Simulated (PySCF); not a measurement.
**A diatomic session: ZnI+**

What are the lowest state that PBE0 finds, the bond length, vibrational wavenumber and bond energy of ZnI+, and how much do these hang on the method?

Program: PySCF 2.14.0. Level of theory: Zn def2-SVP, I def2-SVP with ECP28, scalar-relativistic core potentials. These are calculated values, not measurements.

## (1) The job

The job is set up so:

```
atoms                         : Zn, I
charge                        : 1
basis                         : Zn def2-SVP, I def2-SVP with ECP28
Hamiltonian                   : scalar-relativistic core potentials
basis functions               : 57
electrons treated             : 54
masses in u                   : 63.9291, 126.9045
levels                        : PBE0, PBE, r²SCAN, revPBE, PBEsol, r²SCAN0, LC-ωPBE, HF, MP2, SCS-MP2, CCSD, CCSD(T)
grid                          : 80 radial by 434 angular points
occupations                   : held fixed by the projection of orbital angular momentum
dissociation limit            : Zn+ + I, each in its ground configuration
starting distance in angstrom : 2.600
values of 2S to try           : 0, 2
```

On the command line:

```
$ OMP_NUM_THREADS=1 python dia.py task.json out
```

After the search, every level is run at each distance in turn; below they are sorted by level.

## (2) State search with unrestricted PBE0

Unrestricted PBE0 solutions at 2.600 Å, counted from the lowest. The search isn't exhaustive.

```csv
2Ms+1,unpaired,term,E (eV),⟨S²⟩,⟨Lz²⟩,μ (D)
1,none,¹Σ⁺,0.00,0.00,0.00,-7.90
3,"σ ↑, π ↑",³Π,1.05,2.00,1.00,-2.60
1,"σ ↑, π ↓",not assigned,1.13,1.00,1.00,-2.65
3,σ ↑↑,³Σ⁺,2.70,2.00,0.00,-4.10
3,π ↑↑,³Σ⁻,5.33,2.00,0.00,3.90
3,π ↑↑,not assigned,5.73,2.01,2.01,-3.07
1,π ↑↓,not assigned,5.74,1.01,2.01,3.82
1,π ↑↓,not assigned,5.85,1.03,2.01,-2.99
3,π ↑↑,not assigned,5.87,2.01,2.01,-3.07
1,none,not assigned,6.95,0.00,2.00,3.56
```

10 of 11 solutions are listed, lowest first.

A term symbol stands only where ⟨S²⟩ and ⟨Lz²⟩ are near those of a pure state. A positive dipole points from Zn to I; in an ion it is taken about the centre of mass and does not tell which atom is negative.

Followed over a short scan are these candidates:

```
2Ms+1  unpaired  R at minimum (Å)  energy at minimum (eV)
    1      none              2.40                    0.00
    3  σ ↑, π ↑     not bracketed                  ≤ 1.14
    1  σ ↑, π ↓     not bracketed                  ≤ 1.22
```

The search made 12 SCF attempts at the starting distance; with the short scans it took 11 s of wall time (1 thread of Oxide Virtual Turin-like (Zen 5), shared host).

## (3) First curve: PBE0

State followed: ¹Σ⁺ (singlet), closed shell. The scan is laid around 2.396 Å.

Log of the SCF at 2.396 Å:

```text
******** <class 'pyscf.dft.uks_symm.SymAdaptedUKS'> ********
method = SymAdaptedUKS
initial guess = minao
damping factor = 0
level_shift factor = 0
DIIS = <class 'pyscf.scf.diis.CDIIS'>
diis_start_cycle = 1
diis_space = 10
diis_damp = 0
SCF conv_tol = 1e-09
SCF conv_tol_grad = None
SCF max_cycles = 60
direct_scf = False
max_memory 909 MB (current use 314 MB)
number electrons alpha = 27  beta = 27
XC library pyscf.dft.libxc version 7.0.0
    S. Lehtola, C. Steigemann, M. J.T. Oliveira, and M. A.L. Marques.,  SoftwareX 7, 1–5 (2018)
XC functionals = PBE0
    C. Adamo and V. Barone.,  J. Chem. Phys. 110, 6158 (1999)
    M. Ernzerhof and G. E. Scuseria.,  J. Chem. Phys. 110, 5029 (1999)
small_rho_cutoff = 0
Overwritten attributes  get_hcore get_j get_occ get_jk get_k  of <class 'pyscf.dft.uks_symm.SymAdaptedUKS'>
<class 'pyscf.dft.uks_symm.SymAdaptedUKS'> does not have attributes  refdm
Set gradient conv threshold to 3.16228e-05
init E= -2076.32720191716
cycle= 1 E= -2076.32266040297  delta_E= 0.00454  |g|= 0.00218  |ddm|= 0.0088
cycle= 2 E= -2076.32266192245  delta_E= -1.52e-06  |g|= 0.00196  |ddm|= 0.00609
cycle= 3 E= -2076.32266379272  delta_E= -1.87e-06  |g|= 0.000195  |ddm|= 0.00244
cycle= 4 E= -2076.3226638078  delta_E= -1.51e-08  |g|= 9.05e-05  |ddm|= 0.000285
cycle= 5 E= -2076.32266381117  delta_E= -3.37e-09  |g|= 9.66e-06  |ddm|= 0.00011
cycle= 6 E= -2076.3226638112  delta_E= -3.05e-11  |g|= 1.12e-05  |ddm|= 4.78e-05
Extra cycle  E= -2076.32266381107  delta_E= 1.3e-10  |g|= 1.88e-05  |ddm|= 5.1e-05
converged SCF energy = -2076.32266381107  <S^2> = -1.7763568e-14  2S+1 = 1
```

The curve and what changes along it:

| R (Å) | E (eV) | μ (D) | Mulliken charge of Zn (e) | Mayer bond order | ⟨S²⟩ | HOMO (eV) | LUMO (eV) |
| --- | --- | --- | --- | --- | --- | --- | --- |
| 2.0606 | 1.0162 | -6.07 | 0.76 | 1.66 | 0.00 | -13.75 | -9.76 |
| 2.1564 | 0.4341 | -6.46 | 0.79 | 1.57 | 0.00 | -13.54 | -9.90 |
| 2.2522 | 0.1268 | -6.83 | 0.82 | 1.49 | 0.00 | -13.35 | -10.03 |
| 2.3241 | 0.0239 | -7.09 | 0.84 | 1.43 | 0.00 | -13.23 | -10.13 |
| 2.3960 | 0.0000 | -7.33 | 0.86 | 1.38 | 0.00 | -13.11 | -10.22 |
| 2.4679 | 0.0346 | -7.55 | 0.87 | 1.33 | 0.00 | -13.00 | -10.31 |
| 2.5637 | 0.1443 | -7.81 | 0.89 | 1.27 | 0.00 | -12.88 | -10.42 |
| 2.6835 | 0.3459 | -8.08 | 0.90 | 1.20 | 0.00 | -12.76 | -10.54 |
| 2.8273 | 0.6350 | -8.31 | 0.90 | 1.14 | 0.00 | -12.64 | -10.67 |
| 3.0190 | 1.0396 | -8.51 | 0.89 | 1.08 | 0.00 | -12.54 | -10.82 |

Fit: Re = 2.386 Å, ωe = 273.9 cm⁻¹, ωexe = 0.763 cm⁻¹, αe = 0.000256 cm⁻¹, Be = 0.06966 cm⁻¹, De = 2.23 eV, μ = -7.30 D.

Orbitals nearest the gap at 2.396 Å:

```
spin  orbital  ε (eV)  filled                         made of
both        π  -22.40     yes                      Zn d 100 %
both        π  -22.40     yes                      Zn d 100 %
both        δ  -22.30     yes                      Zn d 100 %
both        δ  -22.30     yes                      Zn d 100 %
both        σ  -22.28     yes                       Zn d 91 %
both        σ  -15.56     yes             I p 51 %, Zn s 41 %
both        π  -13.11     yes                        I p 95 %
both        π  -13.11     yes                        I p 95 %
both        σ  -10.22      no  Zn s 54 %, I p 25 %, Zn p 20 %
both        π   -5.53      no                       Zn p 93 %
both        π   -5.53      no                       Zn p 93 %
```

Polarisability there: 69.1 bohr³ along the bond, 28.4 across it. Without diffuse functions these come out too small, above all across the bond.

## (4) Fields at the reference distance

Orbitals, density, ELF and potential are computed afterwards from the orbital file.

Frontier orbitals at PBE0, with the share of their density that lies nearest to each atom:

```
orbital  energy (eV)            lies on
 HOMO-1       -13.11   I2 94 %; Zn1 6 %
   HOMO       -13.11   I2 94 %; Zn1 6 %
   LUMO       -10.22  Zn1 73 %; I2 27 %
```

ELF in a plane through or near 2 of the atoms.

Ten even steps from ' ' (0.00) to '@' (0.85):
```
                                ....::......            
                  ......      ..--======----..          
            ..::--==++==::..::--++**####**++--..        
            ........::--==--==++##%%@@%%####++--..      
                  ....::====++**%%@@@@@@%%##++--..      
                  ....::--++**%%@@@@@@@@@@@@##==::      
                ........::++##%%##**##%%@@@@%%++::      
              ..::==--::::==##++--====--**##%%++::      
            ..::**%%%%++..==**--++%%%%**--==##**::      
            ..--%%++++##::==++::##----%%==--****::      
            ..--%%++**##::==++::##----@@==--****::      
            ..::**%%%%++..==**--++%%%%**--==##**::      
              ..::==--::::==##++--====--**##%%++::      
                ........::++##%%##**##%%@@@@%%++::      
                  ....::--++**%%@@@@@@@@@@@@##==::      
                  ....::====++**%%@@@@@@%%##++--..      
            ........::====--==++##%%@@%%####++--..      
            ..::--==++==::..::--++**####**++--..        
                  ......      ..--======----..          
                                ....::......            
```
The map spans 7.6 Å across and 5.2 Å up, centred on the molecule. Atoms in the plane (x, y in Å): Zn1 (-1.2, 0.0), I2 (1.2, 0.0).

log10 of the density (e/Å³) in the same plane.

Ten even steps from '0' (-4.0) to '9' (3.6):
```
0000000000111111122111110000
0000001111112222222222211000
0000011122222222333322221100
0000112222333333333333322110
0001122223333333344333322110
0001123333333344444444332210
0011223344444444455544432211
0011234455554445555554433211
0012234567665445677655433221
0012234569965455676755443221
0012234569965455676755443221
0012234567665445677655433221
0011234455554445555554433211
0011223344444444455544432211
0001123333333344444444332210
0001122223333333344333322110
0000112222333333333333322110
0000011122222222333322221100
0000001111112222222222211000
0000000000111111122111110000
```
The map spans 7.6 Å across and 5.2 Å up, centred on the molecule. Atoms in the plane (x, y in Å): Zn1 (-1.2, 0.0), I2 (1.2, 0.0).

On the surface of density 0.002 e/bohr³ the electrostatic potential runs, from the 1st to the 99th percentile, from 3.94 V near I2 to 11.59 V near Zn1.

Core electrons inside the core potentials are missing from the density.

## (5) Other states along the same grid

State 2: ³Π (triplet), unpaired electrons σ ↑, π ↑, an excited solution.

The SCF at the reference distance, 2.396 Å, printed:

```text
[... 13 set-up lines left out, the same as in an earlier log ...]
max_memory 909 MB (current use 362 MB)
number electrons alpha = 28  beta = 26
[... 7 set-up lines left out, the same as in an earlier log ...]
init E= -2076.26465122722
cycle= 1 E= -2076.26229641888  delta_E= 0.00235  |g|= 0.00138  |ddm|= 0.0103
cycle= 2 E= -2076.26229716148  delta_E= -7.43e-07  |g|= 0.000988  |ddm|= 0.00367
cycle= 3 E= -2076.2622975143  delta_E= -3.53e-07  |g|= 0.000222  |ddm|= 0.00136
cycle= 4 E= -2076.26229752624  delta_E= -1.19e-08  |g|= 7.24e-05  |ddm|= 0.000221
cycle= 5 E= -2076.26229752805  delta_E= -1.81e-09  |g|= 1.51e-05  |ddm|= 8.02e-05
cycle= 6 E= -2076.26229752818  delta_E= -1.37e-10  |g|= 3.53e-06  |ddm|= 3.68e-05
Extra cycle  E= -2076.26229752819  delta_E= -7.28e-12  |g|= 3.11e-06  |ddm|= 1.36e-05
converged SCF energy = -2076.26229752819  <S^2> = 2.0032284  2S+1 = 3.0021515
```

Re = 2.851 Å, ωe = 131.9 cm⁻¹, ωexe = 0.517 cm⁻¹, αe = 0.000260 cm⁻¹, Be = 0.04880 cm⁻¹, μ = -3.74 D. Its minimum lies 1.13 eV above that of the lowest state.

State 3: Ms = 0 determinant of mixed spin (⟨S²⟩ = 1.00), unpaired electrons σ ↑, π ↓, an excited solution.

Log of the SCF at 2.396 Å:

```text
[... 13 set-up lines left out, the same as in an earlier log ...]
max_memory 909 MB (current use 363 MB)
[... 8 set-up lines left out, the same as in an earlier log ...]
init E= -2076.26175584598
cycle= 1 E= -2076.25937698935  delta_E= 0.00238  |g|= 0.00135  |ddm|= 0.0102
cycle= 2 E= -2076.25937770628  delta_E= -7.17e-07  |g|= 0.000964  |ddm|= 0.00365
cycle= 3 E= -2076.25937804198  delta_E= -3.36e-07  |g|= 0.000216  |ddm|= 0.00134
cycle= 4 E= -2076.25937805293  delta_E= -1.09e-08  |g|= 7.14e-05  |ddm|= 0.000209
cycle= 5 E= -2076.25937805453  delta_E= -1.6e-09  |g|= 1.4e-05  |ddm|= 7.2e-05
cycle= 6 E= -2076.25937805464  delta_E= -1.1e-10  |g|= 3.28e-06  |ddm|= 3.11e-05
Extra cycle  E= -2076.25937805464  delta_E= 1.36e-12  |g|= 2.81e-06  |ddm|= 1.22e-05
converged SCF energy = -2076.25937805464  <S^2> = 1.0034383  2S+1 = 2.2391412
```

Re = 2.848 Å, ωe = 131.9 cm⁻¹; the determinant mixes terms (⟨S²⟩ = 1.00, ⟨Lz²⟩ = 1.00), so these belong to no real state. Its minimum lies 1.22 eV above that of the lowest state.

Energy (eV) from the lowest point of the lowest state:

```
R (Å)  lowest  state 2  state 3
2.061   1.016    3.756    3.836
2.156   0.434    2.852    2.931
2.252   0.127    2.228    2.306
2.324   0.024    1.893    1.971
2.396   0.000    1.643    1.722
2.468   0.035    1.459    1.540
2.564   0.144    1.294    1.376
2.683   0.346    1.180    1.263
2.827   0.635    1.134    1.218
3.019   1.040    1.165    1.250
```

## (6) PBE

Output of the SCF at 2.396 Å:

```text
[... 17 set-up lines left out, the same as in an earlier log ...]
XC functionals = PBE
    J. P. Perdew, K. Burke, and M. Ernzerhof.,  Phys. Rev. Lett. 77, 3865 (1996)
    J. P. Perdew, K. Burke, and M. Ernzerhof.,  Phys. Rev. Lett. 78, 1396 (1997)
    J. P. Perdew, K. Burke, and M. Ernzerhof.,  Phys. Rev. Lett. 77, 3865 (1996)
    J. P. Perdew, K. Burke, and M. Ernzerhof.,  Phys. Rev. Lett. 78, 1396 (1997)
[... 2 set-up lines left out, the same as in an earlier log ...]
init E= -2076.26648112181
cycle= 1 E= -2076.26535723273  delta_E= 0.00112  |g|= 0.0816  |ddm|= 0.224
cycle= 2 E= -2076.25717644522  delta_E= 0.00818  |g|= 0.129  |ddm|= 0.333
cycle= 3 E= -2076.26761953792  delta_E= -0.0104  |g|= 0.0354  |ddm|= 0.291
cycle= 4 E= -2076.2684701664  delta_E= -0.000851  |g|= 0.00279  |ddm|= 0.0697
cycle= 5 E= -2076.26847608844  delta_E= -5.92e-06  |g|= 0.000673  |ddm|= 0.00703
cycle= 6 E= -2076.26847631532  delta_E= -2.27e-07  |g|= 0.00025  |ddm|= 0.00106
cycle= 7 E= -2076.26847637251  delta_E= -5.72e-08  |g|= 1.72e-05  |ddm|= 0.000498
cycle= 8 E= -2076.26847637283  delta_E= -3.12e-10  |g|= 1.66e-06  |ddm|= 4.92e-05
Extra cycle  E= -2076.26847637281  delta_E= 1.46e-11  |g|= 4.5e-06  |ddm|= 1.37e-05
converged SCF energy = -2076.26847637281  <S^2> = -1.0658141e-14  2S+1 = 1
```

Re = 2.399 Å, ωe = 263.1 cm⁻¹, ωexe = 0.807 cm⁻¹, αe = 0.000271 cm⁻¹, Be = 0.06890 cm⁻¹, De = 2.48 eV, μ = -6.61 D. 8.4 s of CPU time for 12 points, integrals apart.

## (7) r²SCAN (meta-GGA)

Output of the SCF at 2.396 Å:

```text
[... 17 set-up lines left out, the same as in an earlier log ...]
XC functionals = R2SCAN
    J. W. Furness, A. D. Kaplan, J. Ning, J. P. Perdew, and J. Sun.,  J. Phys. Chem. Lett. 11, 8208-8215 (2020)
    J. W. Furness, A. D. Kaplan, J. Ning, J. P. Perdew, and J. Sun.,  J. Phys. Chem. Lett. 11, 9248-9248 (2020)
    J. W. Furness, A. D. Kaplan, J. Ning, J. P. Perdew, and J. Sun.,  J. Phys. Chem. Lett. 11, 8208-8215 (2020)
    J. W. Furness, A. D. Kaplan, J. Ning, J. P. Perdew, and J. Sun.,  J. Phys. Chem. Lett. 11, 9248-9248 (2020)
[... 2 set-up lines left out, the same as in an earlier log ...]
init E= -2076.65193525911
cycle= 1 E= -2076.65239961172  delta_E= -0.000464  |g|= 0.0104  |ddm|= 0.059
cycle= 2 E= -2076.65235670409  delta_E= 4.29e-05  |g|= 0.0131  |ddm|= 0.0248
cycle= 3 E= -2076.6524280704  delta_E= -7.14e-05  |g|= 0.00217  |ddm|= 0.0212
cycle= 4 E= -2076.65243275098  delta_E= -4.68e-06  |g|= 0.000879  |ddm|= 0.00616
cycle= 5 E= -2076.65243302652  delta_E= -2.76e-07  |g|= 4.37e-05  |ddm|= 0.000933
cycle= 6 E= -2076.65243302742  delta_E= -8.98e-10  |g|= 1.5e-05  |ddm|= 8.34e-05
Extra cycle  E= -2076.65243302736  delta_E= 6.55e-11  |g|= 1.86e-05  |ddm|= 5.6e-05
converged SCF energy = -2076.65243302736  <S^2> = -2.1316282e-14  2S+1 = 1
```

Re = 2.372 Å, ωe = 278.9 cm⁻¹, ωexe = 0.775 cm⁻¹, αe = 0.000258 cm⁻¹, Be = 0.07047 cm⁻¹, De = 2.35 eV, μ = -7.15 D. 9.9 s of CPU time for 12 points, integrals apart.

## (8) revPBE (GGA)

The SCF at the reference distance, 2.396 Å, printed:

```text
[... 17 set-up lines left out, the same as in an earlier log ...]
XC functionals = PBE_R,PBE
    Y. Zhang and W. Yang.,  Phys. Rev. Lett. 80, 890 (1998)
[... 4 set-up lines left out, the same as in an earlier log ...]
init E= -2076.47273939353
cycle= 1 E= -2076.47239638988  delta_E= 0.000343  |g|= 0.0663  |ddm|= 0.18
cycle= 2 E= -2076.46812653553  delta_E= 0.00427  |g|= 0.101  |ddm|= 0.237
cycle= 3 E= -2076.47377034732  delta_E= -0.00564  |g|= 0.0255  |ddm|= 0.207
cycle= 4 E= -2076.4742395024  delta_E= -0.000469  |g|= 0.00219  |ddm|= 0.0524
cycle= 5 E= -2076.47424315537  delta_E= -3.65e-06  |g|= 0.00033  |ddm|= 0.00507
cycle= 6 E= -2076.47424320061  delta_E= -4.52e-08  |g|= 0.000161  |ddm|= 0.000611
cycle= 7 E= -2076.4742432221  delta_E= -2.15e-08  |g|= 4.34e-06  |ddm|= 0.0003
cycle= 8 E= -2076.4742432221  delta_E= -8.64e-12  |g|= 2.01e-06  |ddm|= 1.34e-05
Extra cycle  E= -2076.47424322208  delta_E= 2.59e-11  |g|= 5.65e-06  |ddm|= 1.74e-05
converged SCF energy = -2076.47424322208  <S^2> = -7.1054274e-15  2S+1 = 1
```

Re = 2.414 Å, ωe = 257.0 cm⁻¹, ωexe = 0.807 cm⁻¹, αe = 0.000273 cm⁻¹, Be = 0.06803 cm⁻¹, De = 2.28 eV, μ = -6.78 D.

(Part 1 of 2 ends here.)
